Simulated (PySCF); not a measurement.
**A gas-phase reaction: H4OSi + N2O → H4O2Si + N2**

Aim: the reaction energy of `O[SiH3]` + `[N-]=[N+]=O` → `O[SiH2]O` + `N#N`.

Computed with PySCF 2.14.0; each step states its level. No surroundings beyond the atoms listed, unless a continuum is named. Atoms count from 0, parts from 1.

### Step 1. The system as given

Each species was relaxed by itself at PBE0-D3(BJ)/def2-SVPD.

### Step 2. Energies of the species: wB97M-D3(BJ)/def2-TZVPD

The job: settings as JSON, then the geometry in Å.

```
{"job": {"kind": "react", "xc": "wB97M-D3(BJ)", "basis": "def2-TZVPD"}, "charge": 0, "multiplicity": 1}
-1 H4OSi charge 0 multiplicity 1
O      1.243860    -0.267860    -0.125260
Si    -0.341080     0.207460     0.154690
H      1.416880    -0.849300    -0.868420
H     -0.891720     0.963240    -1.010910
H     -1.220730    -0.972160     0.415290
H     -0.286760     1.082650     1.355020

-1 N2O charge 0 multiplicity 1
N      1.146480    -0.024470    -0.016680
N      0.021780    -0.010520    -0.014020
O     -1.155010     0.004090    -0.011240

+1 H4O2Si charge 0 multiplicity 1
O      1.187610    -0.739320    -0.754240
Si     0.259770     0.197510     0.255270
O     -1.220170     0.446880    -0.480870
H      0.848710    -1.598040    -1.017080
H      1.021530     1.461900     0.413080
H      0.025020    -0.464530     1.574060
H     -1.969540     0.690700     0.066130

+1 N2 charge 0 multiplicity 1
N      0.529600     0.114060     0.087300
N     -0.529610    -0.114060    -0.087300
```

Level: wB97M-D3(BJ)/def2-TZVPD reaction energy of separated species, gas phase.

Command:

```sh
> OMP_NUM_THREADS=1 python cluster_run.py task.json out
```

This one command runs all jobs of the session in turn.

**Question.** The jobs that follow are: PBE0-D3(BJ)/def2-TZVPD reaction energy of separated species, gas phase; MP2/def2-TZVPD reaction energy of separated species, gas phase. Predict: reaction energy (wB97M-D3(BJ)/def2-TZVPD); ΔH, ΔG at 298 K (xTB thermal terms). Thermal terms come from harmonic xTB runs on each species.

The runs gave:

| quantity | value |
| --- | --- |
| reaction energy (wB97M-D3(BJ)/def2-TZVPD) | -101.6 kcal/mol |
| ΔH, ΔG at 298 K (xTB thermal terms) | -101.1, -101.6 kcal/mol |
| range of the reaction energy over the runs of this table | -101.6 to -89.92 kcal/mol |

What this shows: The reaction is exothermic by 101.1 kcal/mol in the gas phase; dispersion gives -0.14, and xTB itself gave -23.33 for the electronic energy (xTB energies and thermal terms come from the earlier relaxation of each species, not shown). No barrier was sought. xTB and this level differ widely in the electronic energy, so what comes from xTB (the thermal terms above all) is less safe here. The reaction energy runs from -101.6 (wB97M-D3(BJ)/def2-TZVPD) to -89.92 kcal/mol (PBE0-D3(BJ)/def2-TZVPD).
